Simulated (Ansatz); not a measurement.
# CH5AlO (SMILES [CH3][AlH][OH]) at r2SCAN/aug-cc-pVDZ

Aim: the electronic atomisation energy of CH5AlO at r2SCAN/aug-cc-pVDZ, from 5 runs. 

The calculation is run with Ansatz 0.2.0.

42 further runs of the same task are left out: 42 set aside as unsound or not needed.

## (1) The molecule

CH5AlO: 8 atoms, total charge 0, spin state singlet. SMILES: `[CH3][AlH][OH]`. The coordinates come from a PBE0-D4/def2-TZVP relaxation. This is one conformer, not always the lowest.

Bond lengths: C1–Al2 1.941 Å, Al2–O3 1.701 Å, C1–H4 1.095 Å, C1–H5 1.092 Å, C1–H6 1.095 Å, Al2–H7 1.589 Å, O3–H8 0.956 Å. Angles: C1–Al2–O3 117.6°, C1–Al2–H7 124.2°, O3–Al2–H7 118.3°, Al2–C1–H4 111.0°, Al2–C1–H5 111.9°, Al2–C1–H6 111.2°, Al2–O3–H8 122.5°, H4–C1–H5 107.9°, H4–C1–H6 106.4°, H5–C1–H6 108.2°.

## (2) The energy at r2SCAN/aug-cc-pVDZ

Input file molecule.yaml:

```yaml
crystal:
  periodic: [false, false, false]
  atoms:
    - {symbol: C, position_ang: [-0.777900, 0.982200, -0.070900]}
    - {symbol: Al, position_ang: [0.579700, -0.394200, -0.239900]}
    - {symbol: O, position_ang: [0.544600, -1.676400, 0.876800]}
    - {symbol: H, position_ang: [-0.325100, 1.954500, 0.149300]}
    - {symbol: H, position_ang: [-1.491400, 0.755400, 0.724300]}
    - {symbol: H, position_ang: [-1.335700, 1.105000, -1.004800]}
    - {symbol: H, position_ang: [1.716800, -0.394500, -1.350200]}
    - {symbol: H, position_ang: [1.181200, -2.389100, 0.859500]}
basis:
  gaussian:
    orbitals: aug-cc-pVDZ
output: {orbitals: {seedname: orbitals}}
accuracy: high
hamiltonian:
  xc: {name: r2SCAN}
```

The run is started by

```bash
$ ansatz run molecule.yaml --threads 1 --pin off --max-ram 3480MiB --events-out events.jsonl --progress --plain --runs-dir runs
```

The log of the run:

```text
Warning: RAYON_NUM_THREADS=1 ignored (pool sized by the plan → 1); use --threads N
Functional definition: r2SCAN
  name "r2SCAN"
  parameter k0 = 0.174
  parameter k1 = 0.065
  parameter a1 = 4.9479
  exchange = r2scan_x(k0 = k0, k1 = k1, a1 = a1)
  correlation = r2scan_c
2328 factors; integrals over basis functions are off by at most 3.4e-9 eV
mean field evaluation 1: about -9747.1283 eV, gradient 8.4e1 eV
mean field evaluation 2: about -9700.4114 eV, gradient 1.6e2 eV
mean field evaluation 4: about -9761.4538 eV, gradient 1.2e1 eV
mean field evaluation 8: about -9761.7978 eV, gradient 5.0e-1 eV
mean field evaluation 16: about -9761.7984 eV, gradient 2.1e-5 eV
mean field -9761.79840382 eV, -358.7394745558 hartree, gradient 3.6e-8 eV, S^2 0.000000; 0 other end points of the search recorded, 0 dependent functions left out
reference -9761.79840789 eV, -358.7394747054 hartree; 16, 16 occupied and 102, 102 virtual orbitals, 2328 factors
Total energy: -9761.79840789 eV, -358.7394747054 hartree
```

It took 19 s on 1 thread of Arm Neoverse V2, shared host; peak memory 0.4 GiB.

## (3) The Al atom

Input file molecule.yaml:

```yaml
crystal:
  periodic: [false, false, false]
  atoms:
    - {symbol: Al, position_ang: [0.000000, 0.000000, 0.000000]}
basis:
  gaussian:
    orbitals: aug-cc-pVDZ
accuracy: high
hamiltonian:
  xc: {name: r2SCAN}
magnetization:
  spin_polarized: true
  initial_magnetization: 1
```

The run is started by

```bash
$ ansatz run molecule.yaml --threads 1 --pin off --max-ram 3480MiB --events-out events.jsonl --progress --plain --runs-dir runs
```

The log of the run, cut to the lines that bear on the results:

```text
Warning: RAYON_NUM_THREADS=1 ignored (pool sized by the plan → 1); use --threads N
[... 7 set-up lines as earlier in the session ...]
226 factors; integrals over basis functions are off by at most 3.8e-9 eV
mean field evaluation 1: about -6594.0045 eV, gradient 2.0e0 eV
mean field evaluation 2: about -6594.0838 eV, gradient 5.3e-1 eV
mean field evaluation 4: about -6594.0672 eV, gradient 5.9e-1 eV
mean field evaluation 8: about -6594.0725 eV, gradient 3.2e-3 eV
mean field evaluation 16: about -6594.0725 eV, gradient 2.1e-6 eV
mean field evaluation 32: about -6594.0725 eV, gradient 9.1e-8 eV
mean field evaluation 64: about -6594.0725 eV, gradient 2.4e-5 eV
mean field -6594.07251159 eV, -242.3276951781 hartree, gradient 1.6e-8 eV, S^2 0.761251; 3 other end points of the search recorded, 0 dependent functions left out
reference -6594.07252114 eV, -242.3276955290 hartree; 7, 6 occupied and 20, 21 virtual orbitals, 226 factors
Total energy: -6594.07252114 eV, -242.3276955290 hartree
```

Wall time 8.4 s (1 thread of Arm Neoverse V2, shared host); peak memory 0.15 GiB.

## (4) The C atom, same level

Input file molecule.yaml:

```yaml
basis:
  gaussian:
    orbitals: aug-cc-pVDZ
crystal:
  periodic: [false, false, false]
  atoms:
    - {symbol: C, position_ang: [0.000000, 0.000000, 0.000000]}
hamiltonian:
  xc: {name: r2SCAN}
accuracy: high
magnetization:
  spin_polarized: true
  initial_magnetization: 2
```

Run the same way, it converges to -37.82784 Eh (log not shown).

## (5) The H atom at the same level

Input file job.yaml:

```yaml
crystal:
  periodic: [false, false, false]
  atoms:
    - symbol: H
      position_ang: [0.000000, 0.000000, 0.000000]
basis:
  gaussian: {orbitals: aug-cc-pVDZ}
magnetization: {spin_polarized: true, initial_magnetization: 1}
accuracy: high
hamiltonian: {xc: r2scan}
```

Run the same way, it converges to -0.49947 Eh (log not shown).

## (6) The O atom at the same level

Input file run.yaml:

```yaml
crystal:
  periodic: [false, false, false]
  atoms:
    - {symbol: O, position_ang: [0.000000, 0.000000, 0.000000]}
basis:
  gaussian:
    orbitals: aug-cc-pVDZ
magnetization:
  spin_polarized: true
  initial_magnetization: 2
hamiltonian:
  xc: {name: r2SCAN}
accuracy: high
```

Run the same way, it converges to -75.03927 Eh (log not shown).

## (7) Outcome

At r2SCAN/aug-cc-pVDZ:

| quantity | value |
| --- | --- |
| molecule: total energy | -358.73947 Eh |
| molecule: HOMO energy | -6.99 eV |
| molecule: LUMO energy | -0.95 eV |
| molecule: HOMO–LUMO gap | 6.04 eV |
| Al atom: total energy | -242.32770 Eh |
| Al atom: ⟨S²⟩ | 0.761 |
| C atom: total energy | -37.82784 Eh |
| C atom: ⟨S²⟩ | 2.006 |
| H atom: total energy | -0.49947 Eh |
| H atom: ⟨S²⟩ | 0.750 |
| O atom: total energy | -75.03927 Eh |
| O atom: ⟨S²⟩ | 2.005 |
| electronic atomisation energy | 28.499 eV |

In words: Taking the molecule apart into free atoms costs 28.50 eV (657 kcal/mol), before zero-point energy and without spin-orbit coupling.
